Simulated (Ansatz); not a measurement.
**CHF2GeN: up Jacob's ladder to CCSD(T)**

An exercise on one series of results from a longer session: the logs are not shown, and one member is left open.

Program: Ansatz 0.2.0, Gaussian basis. Level of theory: functionals in def2-TZVPP, the program's frozen cores in correlated methods. These are calculated values, not measurements.

The runs, in order: LDA (SPW92), PBE-D4, revPBE-D4, BLYP-D4, r2SCAN-D4, B97M-V, PBE0-D4, B3LYP-D4, r2SCANh-D4, r2SCAN0-D4, HSE06-D4, BHLYP-D4, CAM-B3LYP-D4, LC-ωPBE, ωB97X-V, ωB97M-V, B2PLYP, PBE-QIDH; CCSD(T)/def2-SVP; CCSD(T)/def2-TZVPP; CCSD(T)/def2-QZVPP; extrapolation to the limit; RPA on PBE.

**The geometry**

An earlier PBE0-D4 in a triple-zeta def2 set relaxation fixed the geometry.

SMILES `N#[C][GeH]([F])[F]`, 6 atoms, charge 0, spin multiplicity 1.

Atoms are counted from 1 here; the program's logs count them from 0.

Bond lengths: N1–C2 1.150 Å, C2–Ge3 1.910 Å, Ge3–F4 1.711 Å, Ge3–F5 1.711 Å, Ge3–H6 1.518 Å. Angles: N1–C2–Ge3 177.5°, C2–Ge3–F4 106.5°, C2–Ge3–F5 106.5°, C2–Ge3–H6 115.2°, F4–Ge3–F5 106.3°, F4–Ge3–H6 110.9°, F5–Ge3–H6 110.9°.

The first run:

Contents of in.yaml:

```yaml
crystal:
  periodic: [false, false, false]
  atoms:
    - {symbol: N, position_ang: [1.935417, -1.316054, 0.912326]}
    - {symbol: C, position_ang: [1.049131, -0.715531, 0.491174]}
    - {symbol: Ge, position_ang: [-0.432522, 0.316371, -0.131577]}
    - {symbol: F, position_ang: [-1.568639, -0.795349, -0.764483]}
    - {symbol: F, position_ang: [0.135405, 1.230773, -1.461457]}
    - {symbol: H, position_ang: [-1.076691, 1.215690, 0.907818]}
basis:
  gaussian: {orbitals: def2-TZVPP}
hamiltonian: {xc: lda}
output: {orbitals: {seedname: orbitals}}
```

Run with:

```sh
ansatz run in.yaml --threads 2 --pin off --events-out ev --progress --plain --max-ram 32768MiB --backend cpu
```

Steps of the session up to this table: LDA; PBE-D4 (GGA); revPBE-D4 (GGA); BLYP-D4 (GGA); r2SCAN-D4 (meta-GGA); B97M-V (meta-GGA); PBE0-D4 (hybrid); B3LYP-D4 (hybrid); r2SCANh-D4 (hybrid); r2SCAN0-D4 (hybrid); HSE06-D4 (hybrid); BHLYP-D4 (hybrid); CAM-B3LYP-D4 (range-separated); LC-ωPBE (range-separated); ωB97X-V (range-separated); ωB97M-V (range-separated); B2PLYP (double hybrid); PBE-QIDH (double hybrid).

One of the session's tables, all rows but one given; the rest of the session is left out.

It belongs to the step «Orbital energies across the functionals». 

```
  functional  HOMO (eV)  LUMO (eV)  gap (eV)
 LDA (SPW92)      -9.23      -2.80      6.43
      PBE-D4      -9.09      -2.49      6.60
   revPBE-D4      -9.03      -2.36      6.66
     BLYP-D4      -9.02      -2.38      6.65
   r2SCAN-D4      -9.57      -2.30      7.27
      B97M-V      -9.63      -2.26      7.37
     PBE0-D4     -10.76      -1.55      9.21
    B3LYP-D4     -10.48      -1.80      8.68
  r2SCANh-D4     -10.19      -1.95      8.24
  r2SCAN0-D4     -10.98      -1.43      9.54
    HSE06-D4     -10.35      -1.93      8.42
    BHLYP-D4     -11.99      -0.57     11.42
CAM-B3LYP-D4     -12.20      -0.47     11.74
     LC-ωPBE     -13.69       0.80     14.48
     ωB97X-V          ?          ?         ?
     ωB97M-V     -13.09       0.55     13.64
```

Estimate the missing values for ωB97X-V.

**Answer.** HOMO (eV): -13.23; LUMO (eV): 0.68; gap (eV): 13.91. In the column «HOMO (eV)» it lies between LC-ωPBE (-13.69) and ωB97M-V (-13.09).
